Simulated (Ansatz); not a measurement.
# GdAl, space group Pm-3m: a check of PAW against all-electron LAPW

With Ansatz 0.2.0, Python API.

Interactive session:
```pycon
>>> import ansatz as az
>>> import numpy as np
>>> def count_gap(report):
...     # lowest empty less highest filled band, counting bands; zero where they overlap
...     return max(report.get("gap_by_band_count_ev") or 0.0, 0.0)
...
>>> vectors = np.array([
...     [3.627964, 0.0, 0.0],
...     [0.0, 3.627964, 0.0],
...     [0.0, 0.0, 3.627964],
... ])
>>> structure = (
...     az.Lattice.of(vectors)
...     .atom("Gd", [0.0, 0.0, 0.0])
...     .atom("Al", [0.5, 0.5, 0.5])
...     .moments(Gd=4.9)
... )
>>> structure.resolved().tree()["lattice"]
((3.627964, 0.0, 0.0), (0.0, 3.627964, 0.0), (0.0, 0.0, 3.627964))
>>> setup = (
...     structure.calculation()
...     .spin(az.SpinTreatment.COLLINEAR)
...     .functional("pbesol")
...     .scf(tolerance=1e-08)
...     .occupations("fermi_dirac", width=0.1)
...     .kpoints(6)
...     .stress()
...     .forces()
...     .band_table()
... )
>>> variants = {
...     "PAW": setup.pseudopotentials("paw"),
...     "LAPW": setup.pseudopotentials("all_electron", lapw=True),
... }
>>> # totals differ by the cores that each treatment holds, so compare what does not depend on them
>>> rows = []
>>> for label, variant in variants.items():
...     summary = variant.run(threads=1, backend="cpu").report
...     levels = np.array(summary["eigenvalues_ev"][0]) - summary["fermi_energy_ev"]
...     print(label, "levels at the first k-point near E_F:", np.round(levels[np.abs(levels) < 5], 3))
...     rows.append((label, summary["n_electrons"], np.trace(summary["stress_gpa"]) / 3, count_gap(summary), summary["magnetization_mub"]))
...
DeckWarning: basis.ecutwfc = 420 eV, auto-derived from the records' recommended cutoffs: set by Gd (normal level)
DeckWarning: where an SCF of this run starts from atoms to list the orders of its open shells, Gd (site 0, from 0) starts with 6.64 μB on its 4f shell, in the place of the 4.90 μB that the deck gives it: an open f shell starts with all that it can hold by [...]
DeckWarning: output.stress: scf.convergence.dr2_threshold = 1e-8 eV is looser than the 2e-10 eV advised for a printed stress (1e-10 eV for each atom of the cell: 2). What an SCF threshold leaves in a stress goes as its square root, and in the free energy as [...]
PAW levels at the first k-point near E_F: [-4.345 -4.345 -4.345 -4.341 -4.341 -4.341 -4.298 -0.994 -0.994  3.469
  3.469  3.469]
DeckWarning: where an SCF of this run starts from atoms to list the orders of its open shells, Gd (site 0, from 0) starts with 7.00 μB on its 4f shell, in the place of the 4.90 μB that the deck gives it: an open f shell starts with all that it can hold by [...]
LAPW levels at the first k-point near E_F: [-4.341 -4.341 -4.341 -4.336 -4.336 -4.336 -4.294 -0.991 -0.991  3.467
  3.467  3.467  3.849]
>>> print("     treatment  electrons in bands           P GPa  gap by band count eV      moment muB")
     treatment  electrons in bands           P GPa  gap by band count eV      moment muB
>>> for row in rows:
...     print(f"{str(row[0]):>14s}  {row[1]:18.1f}  {row[2]:14.3f}  {row[3]:20.3f}  {row[4]:14.3f}")
...
           PAW                21.0          -2.105                 0.000           7.016
          LAPW                39.0          -2.112                 0.000           7.015
```

PAW gives -2.105 GPa and LAPW -2.112 GPa, 0.006 GPa apart. They took 7.8 and 37.0 s of processor time.

Open f shells: without a Hubbard U, without spin-orbit coupling; the state reached hangs on the start and needn't be the lowest. The computed bands are complete only to about 1.9 eV above the Fermi level. The mesh is modest for a metal, so energies can be off by several to tens of meV an atom and pressures by half a GPa or more; differences at equal mesh fare better. A gap by band count of zero or less means overlapping bands, a metal. The structure comes from a database of computed cells and needn't be a stable or known phase. Gaps and levels are Kohn-Sham values on a finite set of k-points, without spin-orbit coupling. Warnings are shown shortened and without file and line. Pressure is positive in compression; the treatments may keep other shells as core, so totals and counts of electrons can differ. Finished in 46 s on 1 thread of Arm Neoverse N1, on a shared host, peak memory 0.51 GiB.

(A comment or docstring line of the script was reworded after the run, the code is as it ran; lines on the test bed's own set-up are left out of the output.)
